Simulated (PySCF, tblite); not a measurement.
**C6H10O3: geometry, infrared bands and NMR shifts**

Aim: predict the infrared bands and NMR shifts of C6H10O3 (`C/C(=C\COC=O)CO`).

Computed with tblite 0.8.0 and PySCF 2.14.0, with density-fitted response routines of our own, on a single molecule in the gas phase. Atoms count from 0, in the outputs and in this text.

### 1 Starting geometry

19 atoms, charge 0, multiplicity 1; geometry from: force field or distance geometry start.

Bonds of the start (Å): C0–C1 1.48, C1–C2 1.31, C2–C3 1.46, C3–O4 1.41, O4–C5 1.41, C5–O6 1.28, C1–C7 1.51, C7–O8 1.38, C0–H9 1.11, C0–H10 1.12, C0–H11 1.10, C2–H12 1.10, C3–H13 1.10, C3–H14 1.13, C5–H15 1.08, C7–H16 1.12, C7–H17 1.11, O8–H18 0.97.

### 2 Relaxing the molecule with GFN2-xTB

The job: settings as JSON, then the geometry in Å.

```
{"job": {"kind": "relax", "xc": "GFN2-xTB", "basis": "xTB"}, "charge": 0, "multiplicity": 1}
C      0.604900    -1.503800     0.878800
C      0.789500    -0.205000     0.202000
C     -0.024800     0.812300     0.301900
C     -1.274000     0.862400     1.049500
O     -2.369100     1.105000     0.202800
C     -2.711900     0.258100    -0.873700
O     -2.027500    -0.790800    -1.114000
C      2.042100    -0.053700    -0.625000
O      2.133700     1.193800    -1.214900
H      1.172500    -1.641800     1.820700
H      1.037300    -2.268200     0.182400
H     -0.435800    -1.813500     1.038200
H      0.250800     1.722800    -0.254300
H     -1.536300    -0.014500     1.662600
H     -1.240600     1.759100     1.734700
H     -3.564400     0.498800    -1.496000
H      2.938800    -0.211700     0.034300
H      2.032600    -0.884400    -1.355400
H      2.172300     1.184400    -2.182200
```

On the command line:

```
$ OMP_NUM_THREADS=1 python probes_run.py task.json out
```

The driver reads the jobs from task.json and runs them one after another.

**Question.** This job is followed by: GFN2-xTB harmonic vibrations, gas phase; GIAO PBE0/pcSseg-1 NMR shielding, non-relativistic, gas phase. Predict these results of the whole session: strongest single infrared mode (GFN2-xTB); zero-point energy (GFN2-xTB); 13C shifts against TMS (PBE0/pcSseg-1); 1H shifts against TMS (PBE0/pcSseg-1, means over atoms taken as alike); 17O shifts against H2O (PBE0/pcSseg-1).

The runs gave:

| quantity | value |
| --- | --- |
| strongest single infrared mode (GFN2-xTB) | 1784 cm⁻¹, 421 km/mol |
| zero-point energy (GFN2-xTB) | 95.3 kcal/mol |
| 13C shifts against TMS (PBE0/pcSseg-1) | 165.5, 156.1, 120.7, 71.9, 63.5, 15.1 ppm |
| 1H shifts against TMS (PBE0/pcSseg-1, means over atoms taken as alike) | 8.06, 5.86, 4.91, 4.31, 2.06, 0.32 ppm |
| 17O shifts against H2O (PBE0/pcSseg-1) | 434.6, 227.3, 37.9 ppm |

**Reading.** The optimisation took 121 steps and gained 0.933 eV; among the close pairs (by a distance rule), O4–C5 changed most, from 1.412 to 1.314 Å. No mode is imaginary among the 51: a minimum at this level. The strongest single mode, at 1784 cm⁻¹, moves mainly C5 and O6. Unscaled tight-binding wavenumbers are off by several per cent, some by more. Its intensities can rank the bands wrongly. At PBE0/pcSseg-1: The widest tensor belongs to O6: span 688 ppm, with a paramagnetic part of -502 ppm.
